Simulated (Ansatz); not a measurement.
# NaCl: a relaxation

Aim: a sound relaxation of NaCl. The structure is shown as the input types it.

The COD entry's cell or inner coordinates are ideal or old and differ from later refinements, so a difference from it is no clean test against experiment.

Computed with Ansatz 0.2.0 (DFT, LDA, PAW with Ansatz's default frozen-core files, scalar-relativistic; relaxation of cell and atoms, unless a step's input says otherwise).

## Step 1: The starting structure

It takes space group Fm-3m (No. 225, cubic). Conventional cell: a = 5.620 Å, b = 5.620 Å, c = 5.620 Å, α = 90.00°, β = 90.00°, γ = 90.00°. Na (site symmetry m-3m) is surrounded by 6 Cl at 2.81 Å. Around Cl (site symmetry m-3m) lie 6 Na at 2.81 Å.

The input asks for a charge of +6 e on the cell.

As a file:

```cif
data_structure
_symmetry_space_group_name_H-M 'P 1'
_symmetry_Int_Tables_number 1
_cell_length_a 3.9739
_cell_length_b 3.9739
_cell_length_c 3.9739
_cell_angle_alpha 60.000
_cell_angle_beta 60.000
_cell_angle_gamma 60.000
_cell_volume 44.38
loop_
_atom_site_label
_atom_site_type_symbol
_atom_site_fract_x
_atom_site_fract_y
_atom_site_fract_z
_atom_site_occupancy
Na1 Na 0.00000 0.00000 0.00000 1
Cl1 Cl 0.50000 0.50000 0.50000 1
```

## Step 2: The run

Contents of input.yaml:

```yaml
crystal:
  lattice:
    - [0.0, 2.81, 2.81]
    - [2.81, 0.0, 2.81]
    - [2.81, 2.81, 0.0]
  atoms:
    - { symbol: Na, position: [0.0, 0.0, 0.0] }
    - { symbol: Cl, position: [0.5, 0.5, 0.5] }
kpoints:
  mp_grid: { grid: [8, 8, 8] }
scf:
  occupations: { method: fixed }
  max_iter: 60
hamiltonian:
  xc: lda
  pseudopotentials: { kind: paw }
relax:
  f_tol: 0.002
  max_steps: 80
  cell: {}
output:
  forces: true
  stress: true
total_charge: 6
```

Run with:

```
ansatz run input.yaml --threads 1 --pin off --max-ram 2560MiB --backend cpu --events-out ev --progress --plain --runs-dir out
```

Q: Will this input give a usable result? If not, why, and what should change?

The program finished normally, with warnings (metallic iterate). That alone doesn't make the input a sound one.

The suspect setting: total_charge is 6. With this charge the calculation describes a differently charged system.

Run again and compare: delete total_charge (the default then holds).
